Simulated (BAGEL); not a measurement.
# CH3NO2Si (SMILES N#C[SiH](O)O) at HF/6-31G(d) (density fitting with qzvpp-jkfit, spherical functions)

Aim: the energy change on altering one bond length of CH3NO2Si at HF/6-31G* (density fitting with qzvpp-jkfit, spherical functions), from 2 runs. 

Program for the calculation: BAGEL 1.2.2.

6 further runs of the same task are left out: 6 that didn't finish. Runs told in other sessions of the task aren't counted.

### Step 1. The molecule

CH3NO2Si has 8 atoms, charge 0, and is taken as a singlet. As SMILES, `N#C[SiH](O)O`. The shape is that of a GFN2-xTB optimisation. This is one conformer, not always the lowest.

Bond lengths: N1–C2 1.145 Å, C2–Si3 1.879 Å, Si3–O4 1.619 Å, Si3–O5 1.619 Å, Si3–H6 1.442 Å, O4–H7 0.953 Å, O5–H8 0.953 Å. Angles: N1–C2–Si3 179.8°, C2–Si3–O4 108.5°, C2–Si3–O5 108.4°, O4–Si3–O5 115.3°, C2–Si3–H6 113.5°, O4–Si3–H6 105.4°, O5–Si3–H6 105.8°, Si3–O4–H7 126.2°, Si3–O5–H8 126.2°.

### Step 2. The energy at HF/6-31G(d) (density fitting with qzvpp-jkfit, spherical functions)

File calc.json:

```json
{ "bagel": [

{
  "title": "molecule",
  "basis": "6-31gs.json",
  "df_basis": "qzvpp-jkfit",
  "angstrom": "true",
  "geometry": [
    { "atom": "N", "xyz": [    0.977550,   -1.875150,    1.633010 ] },
    { "atom": "C", "xyz": [    0.561850,   -0.972180,    1.064260 ] },
    { "atom": "Si", "xyz": [   -0.120290,    0.505610,    0.124790 ] },
    { "atom": "O", "xyz": [    0.940530,    0.914920,   -1.027160 ] },
    { "atom": "O", "xyz": [   -1.606230,    0.136160,   -0.402310 ] },
    { "atom": "H", "xyz": [   -0.273860,    1.685710,    0.939950 ] },
    { "atom": "H", "xyz": [    1.411810,    0.315080,   -1.597800 ] },
    { "atom": "H", "xyz": [   -1.891360,   -0.710150,   -0.734740 ] }
  ]
},
{ "title": "hf" },
{ "title": "print", "file": "orbitals.molden", "orbitals": "true" }

]}
```

The basis set 6-31G* is read from a file made from the Basis Set Exchange's data (not shown).

Launch:

```
$ BAGEL_NUM_THREADS=1 BAGEL calc.json > calc.out
```

Output:

```text
* using 1 threads per process

  ===============================================================
  ===============================================================

  *** Geometry ***

  { "atom" : "N", "xyz" : [      1.847302,     -3.543520,      3.085942 ] },
  { "atom" : "C", "xyz" : [      1.061743,     -1.837154,      2.011160 ] },
  { "atom" : "Si", "xyz" : [     -0.227315,      0.955464,      0.235819 ] },
  { "atom" : "O", "xyz" : [      1.777344,      1.728948,     -1.941051 ] },
  { "atom" : "O", "xyz" : [     -3.035335,      0.257305,     -0.760256 ] },
  { "atom" : "H", "xyz" : [     -0.517520,      3.185530,      1.776248 ] },
  { "atom" : "H", "xyz" : [      2.667934,      0.595415,     -3.019404 ] },
  { "atom" : "H", "xyz" : [     -3.574152,     -1.341989,     -1.388457 ] },

  Number of auxiliary basis functions:      488

  Since a DF basis is specified, we compute 2- and 3-index integrals:
    o Being stored without compression. Storage requirement is 0.025 GB

  Number of basis functions:       80
  Number of electrons      :       46

    * METHOD: MOLECULE                             0.40

  *** RHF ***

  === Nuclear Repulsion ===
   212.0715271876

      * DIIS with orbital gradients will be used.

  === RHF iteration (6-31gs.json) ===
      0       -532.40096467          0.02950491           0.10
      1       -532.58398506          0.02303267           0.09
      2       -532.79087343          0.00263684           0.09
      3       -532.79379101          0.00135398           0.09
      4       -532.79462207          0.00016398           0.09
      5       -532.79464347          0.00005831           0.09
      6       -532.79464635          0.00002020           0.09
      7       -532.79464679          0.00000525           0.09
      8       -532.79464683          0.00000297           0.09
      9       -532.79464685          0.00000124           0.09
     10       -532.79464686          0.00000041           0.09
     11       -532.79464686          0.00000013           0.09
     12       -532.79464686          0.00000005           0.09
     13       -532.79464686          0.00000002           0.09
     14       -532.79464686          0.00000001           0.09
     15       -532.79464686          0.00000000           0.09
    * SCF iteration converged.

    * Permanent dipole moment:
           (    0.263189,     0.065458,     1.038451) a.u.

    * METHOD: HF                                   1.76

    * METHOD: PRINT                                0.02

  ===============================================================
```

Run time: 2.4 s. Hardware: 1 thread of Arm Neoverse N1, shared host; peak memory 0.12 GiB.

### Step 3. The distorted shape at the same level

File calc.json:

```json
{ "bagel" : [

{
  "title" : "molecule",
  "basis" : "6-31gs.json",
  "df_basis" : "qzvpp-jkfit",
  "angstrom" : "true",
  "geometry" : [
    { "atom" : "N", "xyz" : [       1.054335,      -2.465202,       1.225429 ] },
    { "atom" : "C", "xyz" : [       0.638635,      -1.562232,       0.656679 ] },
    { "atom" : "Si", "xyz" : [      -0.043505,      -0.084442,      -0.282791 ] },
    { "atom" : "O", "xyz" : [       1.017315,       0.324868,      -1.434741 ] },
    { "atom" : "O", "xyz" : [      -1.529445,      -0.453892,      -0.809891 ] },
    { "atom" : "H", "xyz" : [      -0.273860,       1.685710,       0.939950 ] },
    { "atom" : "H", "xyz" : [       1.488595,      -0.274972,      -2.005381 ] },
    { "atom" : "H", "xyz" : [      -1.814575,      -1.300202,      -1.142321 ] }
  ]
},

{ "title" : "hf" },

{ "title" : "print", "file" : "orbitals.molden", "orbitals" : "true" }

]}
```

The basis set 6-31G* is read from a file made from the Basis Set Exchange's data (not shown).

Launch:

```
$ BAGEL_NUM_THREADS=1 BAGEL calc.json > calc.out
```

Output:

```text
* using 1 threads per process

  ===============================================================
  ===============================================================

  *** Geometry ***

  { "atom" : "N", "xyz" : [      1.992404,     -4.658557,      2.315725 ] },
  { "atom" : "C", "xyz" : [      1.206845,     -2.952191,      1.240943 ] },
  { "atom" : "Si", "xyz" : [     -0.082213,     -0.159572,     -0.534398 ] },
  { "atom" : "O", "xyz" : [      1.922447,      0.613912,     -2.711268 ] },
  { "atom" : "O", "xyz" : [     -2.890232,     -0.857732,     -1.530472 ] },
  { "atom" : "H", "xyz" : [     -0.517520,      3.185530,      1.776248 ] },
  { "atom" : "H", "xyz" : [      2.813037,     -0.519622,     -3.789621 ] },
  { "atom" : "H", "xyz" : [     -3.429050,     -2.457026,     -2.158674 ] },

  Number of auxiliary basis functions:      488

  Since a DF basis is specified, we compute 2- and 3-index integrals:
    o Being stored without compression. Storage requirement is 0.025 GB

  Number of basis functions:       80
  Number of electrons      :       46

    * METHOD: MOLECULE                             0.40

  *** RHF ***

  === Nuclear Repulsion ===
   209.3173725311

      * DIIS with orbital gradients will be used.

  === RHF iteration (6-31gs.json) ===
      0       -532.31276895          0.02947740           0.10
      1       -532.48782599          0.02347952           0.09
      2       -532.70213352          0.00268848           0.09
      3       -532.70527234          0.00136325           0.09
      4       -532.70614756          0.00016912           0.09
      5       -532.70617105          0.00005983           0.09
      6       -532.70617417          0.00002090           0.09
      7       -532.70617465          0.00000561           0.09
      8       -532.70617470          0.00000326           0.09
      9       -532.70617473          0.00000130           0.09
     10       -532.70617473          0.00000048           0.09
     11       -532.70617473          0.00000020           0.09
     12       -532.70617473          0.00000006           0.09
     13       -532.70617473          0.00000002           0.09
     14       -532.70617473          0.00000001           0.09
     15       -532.70617473          0.00000000           0.09
    * SCF iteration converged.

    * Permanent dipole moment:
           (    0.204321,     0.467914,     1.292555) a.u.

    * METHOD: HF                                   1.75

    * METHOD: PRINT                                0.02

  ===============================================================
```

It took 2.4 s on 1 thread of Arm Neoverse N1, shared host; peak memory 0.12 GiB.

### Step 4. Results

Level: HF/6-31G* (density fitting with qzvpp-jkfit, spherical functions).

```
                                                          quantity          value
                                         first shape: total energy  -532.79465 Eh
                                        first shape: dipole moment         2.73 D
                                          first shape: HOMO energy      -13.13 eV
                                          first shape: LUMO energy        3.31 eV
                                        first shape: HOMO–LUMO gap       16.44 eV
                                     distorted shape: total energy  -532.70617 Eh
                                    distorted shape: dipole moment         3.53 D
                                      distorted shape: HOMO energy      -11.19 eV
                                      distorted shape: LUMO energy        2.26 eV
                                    distorted shape: HOMO–LUMO gap       13.45 eV
energy change with the Si3–H6 bond stretched from 1.442 to 2.164 Å       2.407 eV
```

With the Si3–H6 bond stretched from 1.442 to 2.164 Å the energy rises by 2.41 eV (232 kJ/mol). The first shape isn't relaxed at this level, so the change isn't measured from a minimum.
